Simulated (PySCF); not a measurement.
# TeH: bond curves at several levels of theory

What are the lowest state that PBE0 finds, the bond length, vibrational wavenumber and bond energy of TeH, and how much do these hang on the method?

Computed with PySCF 2.14.0. Level: Te jorge-DZP-DKH, H jorge-DZP-DKH, spin-free X2C with a Gaussian nucleus.

## 1. Input

A driver script around PySCF takes these settings:

- atoms: Te, H
- charge: 0
- basis: Te jorge-DZP-DKH, H jorge-DZP-DKH
- Hamiltonian: spin-free X2C with a Gaussian nucleus
- basis functions: 53
- electrons treated: 53
- masses in u: 129.9062, 1.0078
- levels: PBE0, PBE, r²SCAN, B2PLYP, r²SCAN0, revPBE, HF, MP2, SCS-MP2, CCSD, CCSD(T)
- grid: 80 radial by 434 angular points
- occupations: held fixed by the projection of orbital angular momentum
- dissociation limit: Te + H, each in its ground configuration
- starting distance in angstrom: 1.640
- values of 2S to try: 1, 3

Started as:

```console
$ OMP_NUM_THREADS=1 python dia.py task.json out
```

The runs that follow: The PBE0 curve of the state that the search chose; Excited determinants; PBE (GGA); r²SCAN (meta-GGA); B2PLYP (double hybrid); r²SCAN0 (hybrid meta-GGA); revPBE (GGA); UHF; Correlated methods on the Hartree–Fock reference.

Before running it: what results should come out? Wanted: for each run, Re; ωe; De; μ.

**Answer**, as computed:

Lowest PBE0 solution found, without spin–orbit coupling: ²Π (doublet), unpaired electrons π ↑. The other levels ran on it alone.

```tsv
level	Re (Å)	ωe (cm⁻¹)	De (eV)	μ (D)
UHF	1.602	2242	1.88	0.51
UHF-MP2	1.597	2221	2.62	n/a
UHF-SCS-MP2	1.603	2198	2.67	n/a
UHF-CCSD	1.609	2140	2.76	n/a
UHF-CCSD(T)	1.611	2125	2.79	n/a
PBE	1.641	2018	3.00	0.48
revPBE	1.645	2008	2.91	0.45
r²SCAN	1.623	2106	2.92	0.57
PBE0	1.623	2112	2.94	0.53
r²SCAN0	1.613	2160	2.88	0.58
B2PLYP	1.614	2135	2.91	0.46
```

De is counted to Te + H in their ground configurations. A positive dipole means Te(−)H(+).

Differences from CCSD(T) in the same basis:

```tsv
level	Re (mÅ)	ωe (%)
UHF	-9	+5.5
UHF-MP2	-15	+4.5
UHF-SCS-MP2	-9	+3.4
UHF-CCSD	-2	+0.7
PBE	+30	-5.0
revPBE	+34	-5.5
r²SCAN	+12	-0.9
PBE0	+12	-0.6
r²SCAN0	+2	+1.6
B2PLYP	+3	+0.4
```

Against CCSD(T) in the same basis, the bond length is nearest at UHF-CCSD and r²SCAN0 (2 mÅ off) and farthest at revPBE (+34 mÅ); the wavenumber is nearest at B2PLYP (+0.4 %) and farthest at UHF and revPBE (5.5 % off). Hartree–Fock falls on the short and stiff side, its usual fault. PBE has the long and soft bond that GGAs tend to give. CCSD(T) in a basis this small is itself some way from its limit, more so than the functionals. Among the levels with a De in the table, it runs from 1.88 eV (UHF) to 3.00 eV (PBE).

Correlated steps freeze 18 core orbitals. These are scalar-relativistic numbers at best; spin–orbit coupling would shift them, the dissociation energy most. B2PLYP dipoles, levels and charges come from its SCF part alone. With spin–orbit coupling the term label itself may not hold.
